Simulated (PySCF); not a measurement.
# C2H7BO4Si: runs on many settings

Which settings matter for C2H7BO4Si (`CC(=O)O[SiH2]B(O)O`)?

Computed with PySCF 2.14.0, with density-fitted response routines of our own, on a single molecule, in the gas phase or a continuum. Atoms count from 0, in the outputs and in this text.

**1. The molecule as given**

15 atoms, charge 0, multiplicity 1; geometry from: GFN2-xTB.

Bonds of the start (Å): C0–C1 1.51, C1–O2 1.21, C1–O3 1.31, O3–Si4 1.70, Si4–B5 1.98, B5–O6 1.36, B5–O7 1.35, C0–H8 1.09, C0–H9 1.09, C0–H10 1.09, Si4–H11 1.47, Si4–H12 1.47, O6–H13 0.96, O7–H14 0.97.

**2. NMR shieldings: PBE0/pcSseg-1**

The job: settings as JSON, then the geometry in Å.

```
{"job": {"kind": "nmr", "xc": "PBE0", "basis": "pcSseg-1"}, "charge": 0, "multiplicity": 1}
C      2.847235    -0.143873    -0.198119
C      1.348356    -0.187733    -0.332198
O      0.767606    -0.957270    -1.064970
O      0.742902     0.689209     0.428465
Si    -0.897499     1.110721     0.573712
B     -2.192371    -0.278433     0.006240
O     -3.465961    -0.119542     0.447806
O     -1.940119    -1.343791    -0.782653
H      3.200649     0.836285    -0.510651
H      3.299282    -0.916854    -0.811822
H      3.119144    -0.282597     0.845505
H     -0.831669     1.469757     1.993919
H     -0.901805     2.372338    -0.187437
H     -4.072669    -0.799099     0.143126
H     -1.027494    -1.441131    -1.089802
```

Method: GIAO PBE0/pcSseg-1 NMR shielding, non-relativistic, gas phase.

On the command line:

```sh
$ OMP_NUM_THREADS=1 python probes_run.py task.json out
```

The driver reads the jobs from task.json and runs them one after another.

The program printed:

```text
coarse grid: 13568 points
cycle   1  E = -694.8652701885  dE =  1.274e+00  |g| = 1.214e+00  |ddm| = 3.426e+00
cycle   2  E = -694.5055053035  dE =  3.598e-01  |g| = 1.868e+00  |ddm| = 1.906e+00
cycle   3  E = -695.1149913698  dE = -6.095e-01  |g| = 2.474e-01  |ddm| = 1.314e+00
cycle   4  E = -695.1253385738  dE = -1.035e-02  |g| = 9.767e-02  |ddm| = 2.110e-01
cycle   5  E = -695.1268779490  dE = -1.539e-03  |g| = 2.301e-02  |ddm| = 6.293e-02
cycle   6  E = -695.1269879860  dE = -1.100e-04  |g| = 6.181e-03  |ddm| = 1.893e-02
cycle   7  E = -695.1269945021  dE = -6.516e-06  |g| = 2.239e-03  |ddm| = 4.371e-03
final grid: 127992 points
cycle   8  E = -695.2112894484  dE = -2.289e-05  |g| = 1.391e-02  |ddm| = 2.055e-02
cycle   9  E = -695.2112362880  dE =  5.316e-05  |g| = 2.220e-02  |ddm| = 2.081e-02
cycle  10  E = -695.2113224303  dE = -8.614e-05  |g| = 2.114e-03  |ddm| = 1.329e-02
cycle  11  E = -695.2113232222  dE = -7.919e-07  |g| = 3.801e-04  |ddm| = 1.421e-03
cycle  12  E = -695.2113232431  dE = -2.098e-08  |g| = 1.554e-04  |ddm| = 2.937e-04
cycle  13  E = -695.2113232478  dE = -4.691e-09  |g| = 3.840e-05  |ddm| = 1.143e-04
cycle  14  E = -695.2113232481  dE = -2.244e-10  |g| = 1.345e-05  |ddm| = 2.700e-05
converged SCF energy = -695.2113232481

GIAO shielding tensors (ppm)
atom      isotropic    diamagn.    paramagn.     s11        s22        s33       span
  0 C      161.646     248.928     -87.282    138.727    152.796    193.415     54.688
  1 C        7.015     250.383    -243.368    -84.893     29.836     76.102    160.995
  2 O      -89.643     405.613    -495.255   -327.903   -184.466    243.441    571.344
  3 O      142.990     404.238    -261.248      4.622    191.066    233.282    228.660
  4 Si     377.412     881.932    -504.520    306.036    359.554    466.645    160.609
  5 B       72.807     200.637    -127.830     53.695     67.164     97.562     43.867
  6 O      196.285     384.618    -188.333     73.411    236.750    278.695    205.284
  7 O      148.391     392.288    -243.897    -16.819    217.012    244.979    261.798
  8 H       29.403      27.927       1.476     25.877     28.366     33.966      8.089
  9 H       29.796      27.810       1.986     25.539     28.467     35.383      9.844
 10 H       29.434      28.470       0.964     25.809     28.527     33.966      8.157
 11 H       26.694      30.198      -3.504     22.663     26.266     31.152      8.489
 12 H       26.532      30.018      -3.486     22.612     25.794     31.188      8.576
 13 H       26.953      29.838      -2.885     22.059     22.624     36.176     14.117
 14 H       22.779      34.246     -11.467     14.146     20.834     33.357     19.211
```

Run time: 20 s. Hardware: 1 thread of Arm Neoverse V2, shared host; peak memory 0.81 GiB.

Shifts follow as δ = σ(reference) − σ, with reference shieldings (ppm) from runs at the same level and on the same kind of geometry: ¹H TMS 31.72, ¹³C TMS 186.9, ²⁹Si TMS 349.2, ¹⁷O H2O 336.1, ¹¹B BF3·OEt2 100.1. The references are single molecules in the gas phase, so shifts against H2O, NH3, PH3, H3PO4 or CFCl3 are not on the usual liquid scales and can be off by tens of ppm. Atoms listed in one row are averaged.

```csv
atoms,environment,σ (ppm),δ (ppm),δ scaled to CDCl3
C1,carbonyl carbon,7.0,179.9,173.7
C0,methyl carbon α to a carbonyl,161.6,25.3,22.8
"H13, H14",hydrogen on an oxygen bonded to B,24.87,6.85,–
"H11, H12","hydrogen on a silicon bonded to B, O",26.61,5.10,–
"H8, H9, H10",hydrogen on a methyl carbon α to a carbonyl,29.54,2.17,2.15
O2,carbonyl oxygen,-89.6,425.7,–
O3,"oxygen bonded to C, Si",143.0,193.1,–
"O6, O7","oxygen bonded to B, H",172.3,163.7,–
Si4,"silicon bonded to B, O, 2 H",377.4,-28.3,–
B5,"boron bonded to 2 O, Si",72.8,27.3,–
```

The scaled column applies a straight-line fit of computed shieldings to shifts measured in CDCl3 (root-mean-square error 0.16 ppm for H, 1.9 ppm for C).

The run also stored atomic charges by several schemes (e):

```csv
atoms,Mulliken,IAO,Hirshfeld,ESP fit
C0,-0.24,-0.47,-0.12,-0.63
C1,0.44,0.55,0.23,0.92
O2,-0.48,-0.48,-0.24,-0.65
O3,-0.58,-0.56,-0.18,-0.53
Si4,0.64,0.79,0.34,0.47
B5,0.27,0.24,0.16,0.50
"O6, O7",-0.41,-0.54,-0.26,-0.70
```

Mayer bond orders: C0–C1 1.00, C1–O2 1.84, C1–O3 1.14, O3–Si4 0.75, Si4–B5 0.91, B5–O6 1.23, B5–O7 1.26.

**3. TDDFT and polarisability: PBE0/def2-SVPD**

Settings changed since step 2:

```diff
@@ -1,2 +1,2 @@
-{"job": {"kind": "nmr", "xc": "PBE0", "basis": "pcSseg-1"}, "charge": 0, "multiplicity": 1}
+{"job": {"kind": "uv", "xc": "PBE0", "basis": "def2-SVPD", "nstates": 6, "ntriplets": 2}, "charge": 0, "multiplicity": 1}
 C      2.847235    -0.143873    -0.198119
```

Method: TDDFT PBE0/def2-SVPD, vertical, gas phase, core orbitals frozen in the response.

The program printed:

```text
coarse grid: 13568 points
cycle   1  E = -694.5337005449  dE =  1.213e+00  |g| = 1.154e+00  |ddm| = 5.622e+00
cycle   2  E = -694.1577114802  dE =  3.760e-01  |g| = 1.828e+00  |ddm| = 4.573e+00
cycle   3  E = -694.7749882098  dE = -6.173e-01  |g| = 2.226e-01  |ddm| = 3.398e+00
cycle   4  E = -694.7834124419  dE = -8.424e-03  |g| = 9.735e-02  |ddm| = 3.778e-01
cycle   5  E = -694.7850630655  dE = -1.651e-03  |g| = 2.219e-02  |ddm| = 1.357e-01
cycle   6  E = -694.7851713581  dE = -1.083e-04  |g| = 5.230e-03  |ddm| = 3.524e-02
cycle   7  E = -694.7851761787  dE = -4.821e-06  |g| = 2.098e-03  |ddm| = 7.786e-03
final grid: 127992 points
cycle   8  E = -694.8986135760  dE = -2.538e-05  |g| = 1.278e-02  |ddm| = 1.103e-01
cycle   9  E = -694.8985648237  dE =  4.875e-05  |g| = 2.059e-02  |ddm| = 4.561e-02
cycle  10  E = -694.8986437573  dE = -7.893e-05  |g| = 1.861e-03  |ddm| = 3.067e-02
cycle  11  E = -694.8986444116  dE = -6.544e-07  |g| = 3.391e-04  |ddm| = 2.690e-03
cycle  12  E = -694.8986444298  dE = -1.820e-08  |g| = 1.412e-04  |ddm| = 6.139e-04
cycle  13  E = -694.8986444338  dE = -3.981e-09  |g| = 4.158e-05  |ddm| = 1.955e-04
cycle  14  E = -694.8986444341  dE = -2.956e-10  |g| = 1.226e-05  |ddm| = 5.199e-05
converged SCF energy = -694.8986444341

Static polarisability (au): isotropic 78.491, principal 60.785 81.831 92.856

Singlet excitations
state   eV       nm        f      main configurations
  1   5.9578    208.1   0.00053   H->L+1 0.55, H-1->L+1 0.19, H->L 0.13
  2   6.5380    189.6   0.01498   H->L 0.79, H->L+1 0.09
  3   6.9950    177.2   0.02391   H-1->L 0.84
  4   7.0696    175.4   0.00617   H->L+2 0.57, H->L+1 0.16, H-1->L+1 0.13
  5   7.1779    172.7   0.00296   H-1->L+1 0.60, H->L+2 0.26
  6   7.2940    170.0   0.02682   H-2->L 0.81

Triplet excitations (Tamm-Dancoff, eV): 5.4577 5.5612
```

Run time: 35 s. Hardware: 1 thread of Arm Neoverse V2, shared host; peak memory 0.94 GiB.

The orbitals next to the gap, with their largest atomic shares:

```csv
orbital,eV,atoms
HOMO−3,-9.41,"O7 45 %, O6 41 %, B5 8 %"
HOMO−2,-9.09,"O3 23 %, Si4 21 %, O2 17 %"
HOMO−1,-8.68,"O2 29 %, Si4 17 %, B5 12 %"
HOMO,-8.33,"O2 37 %, O7 13 %, O3 13 %"
LUMO,-0.54,"Si4 29 %, B5 24 %, O7 11 %"
LUMO+1,-0.18,"C1 32 %, O2 23 %, O3 12 %"
LUMO+2,0.04,"Si4 30 %, B5 12 %, H11 10 %"
```

With each of the 6 states as a Gaussian band of 0.4 eV half-width at 1/e, the curve within the window shown has maxima at 174 nm (ε 2,200) L/(mol cm). Beyond the last state computed it falls off for lack of states. The curve at chosen wavelengths:

```
 nm  ε (L/mol/cm)
163           808
166          1349
168          1701
171          2086
174          2213
177          2091
179          1918
182          1609
185          1312
187          1138
190           909
193           705
196           523
198           415
201           280
204           179
207           111
209            80
212            49
215            31
217            23
220            14
223             9
226             6
228             4
231             2
```

Ground-state properties from the same run:

```csv
property,computed
dipole moment (D),1.49
polarisability (Å³),11.63
HOMO–LUMO gap (eV),7.79
−ε(HOMO) (eV),8.33
```

**4. Nuclear shieldings: LC-wPBE/pcSseg-1**

Settings changed since step 3:

```diff
@@ -1,2 +1,2 @@
-{"job": {"kind": "uv", "xc": "PBE0", "basis": "def2-SVPD", "nstates": 6, "ntriplets": 2}, "charge": 0, "multiplicity": 1}
+{"job": {"kind": "nmr", "xc": "LC-wPBE", "basis": "pcSseg-1", "pop": false}, "charge": 0, "multiplicity": 1}
 C      2.847235    -0.143873    -0.198119
```

Method: GIAO LC-wPBE/pcSseg-1 NMR shielding, non-relativistic, gas phase.

The program printed:

```text
coarse grid: 13568 points
cycle   1  E = -695.0403022747  dE =  1.492e+00  |g| = 1.280e+00  |ddm| = 3.338e+00
cycle   2  E = -695.0192004299  dE =  2.110e-02  |g| = 1.427e+00  |ddm| = 1.407e+00
cycle   3  E = -695.3420508438  dE = -3.229e-01  |g| = 1.190e-01  |ddm| = 7.678e-01
cycle   4  E = -695.3438526244  dE = -1.802e-03  |g| = 8.515e-02  |ddm| = 1.071e-01
cycle   5  E = -695.3450862136  dE = -1.234e-03  |g| = 1.200e-02  |ddm| = 5.621e-02
cycle   6  E = -695.3451276021  dE = -4.139e-05  |g| = 4.222e-03  |ddm| = 1.586e-02
cycle   7  E = -695.3451319309  dE = -4.329e-06  |g| = 1.777e-03  |ddm| = 4.790e-03
final grid: 127992 points
cycle   8  E = -695.4473695854  dE = -5.464e-05  |g| = 6.822e-03  |ddm| = 2.176e-02
cycle   9  E = -695.4473701797  dE = -5.944e-07  |g| = 6.377e-03  |ddm| = 6.763e-03
cycle  10  E = -695.4473767376  dE = -6.558e-06  |g| = 8.794e-04  |ddm| = 3.325e-03
cycle  11  E = -695.4473768692  dE = -1.316e-07  |g| = 2.913e-04  |ddm| = 6.887e-04
cycle  12  E = -695.4473768863  dE = -1.711e-08  |g| = 1.615e-04  |ddm| = 3.973e-04
cycle  13  E = -695.4473768918  dE = -5.522e-09  |g| = 3.183e-05  |ddm| = 1.503e-04
cycle  14  E = -695.4473768923  dE = -4.657e-10  |g| = 1.166e-05  |ddm| = 7.300e-05
converged SCF energy = -695.4473768923

GIAO shielding tensors (ppm)
atom      isotropic    diamagn.    paramagn.     s11        s22        s33       span
  0 C      164.515     248.499     -83.983    141.354    155.662    196.530     55.176
  1 C        5.749     250.377    -244.628    -89.754     26.508     80.494    170.248
  2 O      -80.589     406.259    -486.847   -322.909   -177.613    258.757    581.666
  3 O      154.350     404.788    -250.438     16.054    205.891    241.105    225.050
  4 Si     377.855     881.682    -503.827    305.666    360.951    466.947    161.281
  5 B       72.450     201.636    -129.186     52.128     64.930    100.292     48.165
  6 O      205.780     384.995    -179.215     84.283    245.981    287.076    202.793
  7 O      163.080     392.623    -229.543      2.378    226.371    260.490    258.113
  8 H       29.469      27.905       1.565     25.876     28.373     34.159      8.282
  9 H       29.829      27.761       2.068     25.429     28.451     35.606     10.177
 10 H       29.500      28.438       1.062     25.811     28.537     34.151      8.340
 11 H       26.852      30.188      -3.336     22.805     26.371     31.381      8.576
 12 H       26.741      30.033      -3.292     22.848     25.949     31.427      8.580
 13 H       26.950      29.899      -2.949     21.865     22.634     36.351     14.486
 14 H       22.807      34.503     -11.695     13.973     20.702     33.747     19.774
```

It took 32 s on 1 thread of Arm Neoverse V2, shared host; peak memory 0.86 GiB.

In short: δ C1 185.3, C0 26.5, O2 420.8, O3 185.8, H13 6.90, H11 4.98 ppm (means over like atoms).

**5. Ultraviolet spectrum: WP04/def2-SVPD**

Settings changed since step 4:

```diff
@@ -1,2 +1,2 @@
-{"job": {"kind": "nmr", "xc": "LC-wPBE", "basis": "pcSseg-1", "pop": false}, "charge": 0, "multiplicity": 1}
+{"job": {"kind": "uv", "xc": "WP04", "basis": "def2-SVPD", "nstates": 1, "ntriplets": 2, "tda": true}, "charge": 0, "multiplicity": 1}
 C      2.847235    -0.143873    -0.198119
```

Level: TDA WP04/def2-SVPD, vertical, gas phase, core orbitals frozen in the response.

The program printed:

```text
coarse grid: 13568 points
cycle   1  E = -706.4479051088  dE =  1.288e+00  |g| = 1.693e+00  |ddm| = 6.272e+00
cycle   2  E = -705.2284626196  dE =  1.219e+00  |g| = 2.975e+00  |ddm| = 6.037e+00
cycle   3  E = -706.9407547588  dE = -1.712e+00  |g| = 3.946e-01  |ddm| = 4.816e+00
cycle   4  E = -706.9639174773  dE = -2.316e-02  |g| = 2.434e-01  |ddm| = 7.068e-01
cycle   5  E = -706.9743279588  dE = -1.041e-02  |g| = 5.962e-02  |ddm| = 2.915e-01
cycle   6  E = -706.9750890734  dE = -7.611e-04  |g| = 1.526e-02  |ddm| = 8.985e-02
cycle   7  E = -706.9751292737  dE = -4.020e-05  |g| = 5.988e-03  |ddm| = 2.064e-02
cycle   8  E = -706.9751361389  dE = -6.865e-06  |g| = 1.245e-03  |ddm| = 7.302e-03
final grid: 127992 points
cycle   9  E = -707.1330965907  dE = -7.072e-05  |g| = 8.947e-03  |ddm| = 1.323e-01
cycle  10  E = -707.1330627247  dE =  3.387e-05  |g| = 1.593e-02  |ddm| = 3.230e-02
cycle  11  E = -707.1331120043  dE = -4.928e-05  |g| = 2.595e-03  |ddm| = 2.168e-02
cycle  12  E = -707.1331133152  dE = -1.311e-06  |g| = 5.362e-04  |ddm| = 3.575e-03
cycle  13  E = -707.1331133608  dE = -4.555e-08  |g| = 2.117e-04  |ddm| = 8.156e-04
cycle  14  E = -707.1331133699  dE = -9.109e-09  |g| = 2.847e-05  |ddm| = 2.850e-04
cycle  15  E = -707.1331133700  dE = -1.482e-10  |g| = 1.398e-05  |ddm| = 6.237e-05
converged SCF energy = -707.1331133700

Static polarisability (au): isotropic 73.977, principal 56.761 77.323 87.848

Singlet excitations
state   eV       nm        f      main configurations
  1   5.8898    210.5   0.00060   H->L 0.84, H->L+1 0.09

Triplet excitations (Tamm-Dancoff, eV): 5.4340 5.8471
```

Run time: 25 s. Hardware: 1 thread of Arm Neoverse V2, shared host; peak memory 0.94 GiB.

This run: HOMO -9.42 eV, LUMO -2.55 eV; lowest singlet 5.89 eV.

[end of part 1 of 2]
